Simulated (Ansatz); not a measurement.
# GeH5NS (built from SMILES [NH2][GeH2][SH]): search for a transition state

Aim: find the saddle point of a 1,2-elimination that is to form S2–H4 and break Ge1–S2, N3–H4, prove it by its vibrations, and relax downhill on both sides to see what it joins.

Program: Ansatz 0.2.0, Gaussian basis. Level of theory: PBE0-D4, def2-SVP first, then def2-TZVP. These are calculated values, not measurements.

21 further runs of the same task are left out: 21 set aside as unsound or not needed.

## (1) The system as given

The guess: 8 atoms, charge 0, spin multiplicity 1.

Atoms are counted from 1 here; the program's logs count them from 0.

Bond lengths: Ge1–S2 2.626 Å, Ge1–N3 1.777 Å, Ge1–H5 1.515 Å, Ge1–H6 1.527 Å, S2–H7 1.326 Å, N3–H8 1.010 Å. Angles: S2–Ge1–N3 79.0°, S2–Ge1–H5 108.4°, S2–Ge1–H6 107.3°, N3–Ge1–H5 115.0°, N3–Ge1–H6 129.2°, H5–Ge1–H6 110.4°, Ge1–S2–H7 91.4°, Ge1–N3–H8 123.9°.

As a file:

```xyz
8
GeH5NS
Ge   -0.08250   -0.08410    0.95660
S     1.56400    0.48050   -1.00960
N    -1.20520   -0.03420   -0.42040
H    -0.22200    0.41090   -1.20990
H     0.24210   -1.47320    1.46770
H     0.14580    0.95360    2.05400
H     1.59610   -0.78880   -1.39150
H    -2.03830    0.53540   -0.44700
```

Distances that are to change: S2–H4 1.80 Å, Ge1–S2 2.63 Å, N3–H4 1.34 Å.

## (2) Constrained relaxation of the guess

hold/in.yaml

```yaml
crystal:
  periodic: [false, false, false]
  atoms:
    - {symbol: Ge, position_ang: [-0.082500, -0.084100, 0.956600]}
    - {symbol: S, position_ang: [1.564000, 0.480500, -1.009600]}
    - {symbol: N, position_ang: [-1.205200, -0.034200, -0.420400]}
    - {symbol: H, position_ang: [-0.222000, 0.410900, -1.209900]}
    - {symbol: H, position_ang: [0.242100, -1.473200, 1.467700]}
    - {symbol: H, position_ang: [0.145800, 0.953600, 2.054000]}
    - {symbol: H, position_ang: [1.596100, -0.788800, -1.391500]}
    - {symbol: H, position_ang: [-2.038300, 0.535400, -0.447000]}
basis:
  gaussian: {orbitals: def2-SVP}
hamiltonian: {xc: pbe0, dispersion: d4}
relax: {f_tol: 0.08, max_steps: 120, escape_saddle: false, constraints: [{distance: [1, 3]}, {distance: [0, 1]}, {distance: [2, 3]}]}
```

No record of the launch command was kept for these runs.

After this run come: Saddle search in the small basis; Saddle search in triple zeta; Checking the order of the point; Relaxing after a step of 0.30 Å one way along the mode; Relaxing after a step of 0.30 Å the other way along the mode.

**Question.** What will these runs give? Wanted: imaginary mode; barrier from the start side; barrier from the end side; energy of the step; pairs that change; zero-point energy at the saddle.

As calculated:

| quantity | value |
| --- | --- |
| imaginary mode | 578i cm⁻¹ |
| barrier from the start side | 278.6 kJ/mol |
| barrier from the end side | 17.7 kJ/mol |
| energy of the step | +260.8 kJ/mol |
| pairs that change | S2–H4 formed, Ge1–S2 broken, N3–H4 broken |
| zero-point energy at the saddle | 1.213 eV |

In words: The point has a single imaginary mode (578i cm⁻¹), as a transition state must. Going downhill both ways gives the intended start and end. At PBE0-D4/def2-TZVP the electronic barrier is 278.6 kJ/mol, about 112 kT at 298 K, and the step runs 260.8 kJ/mol uphill. A step off the saddle overshot and began above it in energy, so the link to its end is likely but not proven.
